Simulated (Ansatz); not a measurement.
**C3H7FSSi: a nudged elastic band in two tries**

The task is a band of images between two relaxed ends. SMILES of the start: CC(F)=C[SiH2]S.

All numbers below are computed with Ansatz 0.2.0 (RKS r2SCAN-D4/6-31G*).

## (1) The system as given

Bond lengths: C1–C2 1.487 Å, C2–F3 1.357 Å, C2–C4 1.342 Å, C4–Si5 1.847 Å, Si5–S6 2.157 Å, C1–H7 1.092 Å, C1–H8 1.098 Å, C1–H9 1.098 Å, C4–H10 1.092 Å, Si5–H11 1.486 Å, Si5–H12 1.489 Å, C1–H13 0.180 Å. Angles (14 of 22 angles, heavy atoms first): C1–C2–F3 110.3°, C1–C2–C4 131.2°, F3–C2–C4 118.5°, C2–C4–Si5 127.4°, C4–Si5–S6 112.1°, C2–C1–H7 111.9°, C2–C1–H8 109.8°, C2–C1–H9 109.8°, C2–C1–H13 77.0°, C2–C4–H10 115.2°, Si5–C4–H10 117.4°, C4–Si5–H11 111.4°, C4–Si5–H12 110.3°, S6–Si5–H11 102.6°.

Coordinates:

```xyz
13

C    -0.8918    1.3286    1.0362
C     0.1820    0.3217    1.2494
F     0.8052    0.5424    2.4343
C     0.5956   -0.7029    0.4886
Si   -0.0568   -1.2098   -1.1635
S     1.4314   -1.0255   -2.7135
H    -1.4125    1.1742    0.0893
H    -0.4627    2.3390    1.0518
H    -1.6186    1.2761    1.8570
H     1.4273   -1.2798    0.8982
H    -0.3818   -2.6596   -1.1978
H    -1.2773   -0.4258   -1.5012
H    -0.7418    1.4286    1.0362
```

## (2) The run

File input.yaml:

```yaml
crystal:
  periodic: [false, false, false]
  atoms:
    - { symbol: C, position_ang: [-0.891811, 1.328553, 1.036197] }
    - { symbol: C, position_ang: [0.181969, 0.321731, 1.249416] }
    - { symbol: F, position_ang: [0.805179, 0.542362, 2.434255] }
    - { symbol: C, position_ang: [0.595586, -0.702863, 0.488586] }
    - { symbol: Si, position_ang: [-0.05677, -1.209822, -1.163531] }
    - { symbol: S, position_ang: [1.431391, -1.025545, -2.7135] }
    - { symbol: H, position_ang: [-1.412504, 1.174236, 0.089254] }
    - { symbol: H, position_ang: [-0.462734, 2.339014, 1.051776] }
    - { symbol: H, position_ang: [-1.61863, 1.276096, 1.857024] }
    - { symbol: H, position_ang: [1.427284, -1.279759, 0.898214] }
    - { symbol: H, position_ang: [-0.381773, -2.659624, -1.197799] }
    - { symbol: H, position_ang: [-1.277315, -0.425806, -1.501155] }
    - { symbol: H, position_ang: [-0.741811, 1.428553, 1.036197] }
basis:
  gaussian: { orbitals: "6-31G*" }
hamiltonian:
  xc: r2scan
  dispersion: d4
neb:
  order_check: false
  images: 4
  f_tol: 0.05
  max_iterations: 8
  climbing: false
  final_atoms:
    - { symbol: C, position_ang: [-0.85011611, 1.43635025, 1.29066941] }
    - { symbol: C, position_ang: [0.16222257, 0.35119199, 1.39978589] }
    - { symbol: F, position_ang: [0.98458791, 0.57769632, 2.46134629] }
    - { symbol: C, position_ang: [0.34862551, -0.74452514, 0.64438574] }
    - { symbol: Si, position_ang: [-0.78964529, -1.18846628, -0.80598176] }
    - { symbol: S, position_ang: [1.12276761, -0.80262393, -2.44724858] }
    - { symbol: H, position_ang: [-1.52166651, 1.2643702, 0.44469326] }
    - { symbol: H, position_ang: [-0.35071949, 2.40759545, 1.17302772] }
    - { symbol: H, position_ang: [-1.4419055, 1.48976868, 2.21429916] }
    - { symbol: H, position_ang: [1.17216669, -1.38446269, 0.97009037] }
    - { symbol: H, position_ang: [-0.29985084, -2.63540498, -0.93340102] }
    - { symbol: H, position_ang: [0.56675484, -1.28484119, -3.57906757] }
    - { symbol: H, position_ang: [0.91717862, 0.47865234, -2.8177979] }
  initial_path: idpp
```

Launch:

```bash
$ ansatz run input.yaml --threads 2 --pin off --max-ram 3072MiB --backend cpu --events-out ev --progress --plain --runs-dir out
```

Q: Predict the outcome of this session. Wanted: first try.

As calculated:

| quantity | value |
| --- | --- |
| first try | timeout |
| cause | the last atom was put 0.18 Å from the first, almost on top of it |

**Reading.** The program did not catch the first fault at the input check, so it cost a run.
